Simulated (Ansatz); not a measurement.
Runs of Ansatz 0.2.0 on La3Hf. It takes space group Pm-3m (No. 221, cubic). The conventional cell has a = 5.045 Å, b = 5.045 Å, c = 5.045 Å, α = 90.00°, β = 90.00°, γ = 90.00°. Around Hf (site symmetry m-3m) lie 12 La at 3.57 Å. La (site symmetry 4/mmm) is surrounded by 4 Hf at 3.57 Å and 8 La at 3.57 Å. The cell comes from a database or a generator and needn't be the stable form of this composition.

```csv
level,cutoff (eV),gap on the mesh (eV),pressure (GPa),relaxed volume (Å³/atom)
RPBE,420,none,0.0,(a)
revPBE,420,none,0.0,(b)
BLYP,420,none,0.0,34.37
r2SCAN,500,none,0.0,32.05
PBEsol,420,none,0.0,29.93
LDA,420,none,0.0,28.70
PBE,420,none,0.0,32.10
```

Alike in all rows: task relaxation of cell and atoms; potentials or basis Ansatz PAW; no spin polarisation; cell relaxed; k mesh 5 × 5 × 5; smearing fermi-dirac 0.05 eV.

Fill in the values left out.

(a) 33.46; (b) 33.07.

Caveats: the plane-wave basis is chosen anew once the cell has moved, so the energies of steps on either side of that aren't comparable; the PAW data sets come from PBE, with cores solved anew for the run's functional, which leaves a small shift of forces and pressure (some runs); the magnetic or orbital state may not be the lowest (some runs).

A k mesh can miss the band edges, and the runs leave out spin-orbit coupling on Hf, La.

A gap of «none» marks a metal or a gap under the smearing width.
